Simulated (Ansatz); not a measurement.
# Si: the cost of one run

All numbers below are computed with Ansatz 0.2 development build (DFT, PBE, PAW hard, scalar-relativistic).

## 1. The cell

It holds 32 Si; a = 10.862 Å, b = 10.862 Å, c = 5.431 Å, α = 90.00°, β = 90.00°, γ = 90.00°; 20.02 Å³ an atom; space group Fd-3m.

## 2. Running it

input.yaml reads:

```yaml
crystal:
  lattice:
    - [10.862, 0, 0]
    - [0, 10.862, 0]
    - [0, 0, 5.431]
  atoms:
    - { symbol: Si, position: [0.0, 0.0, 0.0] }
    - { symbol: Si, position: [0.0, 0.25, 0.5] }
    - { symbol: Si, position: [0.25, 0.0, 0.5] }
    - { symbol: Si, position: [0.25, 0.25, 0.0] }
    - { symbol: Si, position: [0.125, 0.125, 0.25] }
    - { symbol: Si, position: [0.125, 0.375, 0.75] }
    - { symbol: Si, position: [0.375, 0.125, 0.75] }
    - { symbol: Si, position: [0.375, 0.375, 0.25] }
    - { symbol: Si, position: [0.0, 0.5, 0.0] }
    - { symbol: Si, position: [0.0, 0.75, 0.5] }
    - { symbol: Si, position: [0.25, 0.5, 0.5] }
    - { symbol: Si, position: [0.25, 0.75, 0.0] }
    - { symbol: Si, position: [0.125, 0.625, 0.25] }
    - { symbol: Si, position: [0.125, 0.875, 0.75] }
    - { symbol: Si, position: [0.375, 0.625, 0.75] }
    - { symbol: Si, position: [0.375, 0.875, 0.25] }
    - { symbol: Si, position: [0.5, 0.0, 0.0] }
    - { symbol: Si, position: [0.5, 0.25, 0.5] }
    - { symbol: Si, position: [0.75, 0.0, 0.5] }
    - { symbol: Si, position: [0.75, 0.25, 0.0] }
    - { symbol: Si, position: [0.625, 0.125, 0.25] }
    - { symbol: Si, position: [0.625, 0.375, 0.75] }
    - { symbol: Si, position: [0.875, 0.125, 0.75] }
    - { symbol: Si, position: [0.875, 0.375, 0.25] }
    - { symbol: Si, position: [0.5, 0.5, 0.0] }
    - { symbol: Si, position: [0.5, 0.75, 0.5] }
    - { symbol: Si, position: [0.75, 0.5, 0.5] }
    - { symbol: Si, position: [0.75, 0.75, 0.0] }
    - { symbol: Si, position: [0.625, 0.625, 0.25] }
    - { symbol: Si, position: [0.625, 0.875, 0.75] }
    - { symbol: Si, position: [0.875, 0.625, 0.75] }
    - { symbol: Si, position: [0.875, 0.875, 0.25] }
basis:
  ecutwfc: 460 eV
kpoints:
  mp_grid:
    grid: [1, 1, 1]
    shift: [0.5, 0.5, 0.5]
hamiltonian:
  xc: pbe
  pseudopotentials:
    kind: paw
    source: ansatz
scf:
  convergence:
    dr2_threshold: 1.0e-9 eV
  occupations:
    method: fixed
output:
  active_space:
    virtuals_per_pair: 2
    afqmc:
      space: plane_waves
      method: phaseless
      sampling_time: 0.054
      equilibration_time: 0.036
      walkers: 64
      mixed_precision: true
      seed: 1
```

Launch:

```console
$ ansatz run input.yaml --threads 16 --backend cuda --events-out ev
```

What time and memory should one allow on 1 × NVIDIA GB300 with 16 threads of Arm Neoverse V2 (Grace), host not shared?

About 2.9 min, with a peak of 7.2 GiB on the host and 22 GiB on a GPU.
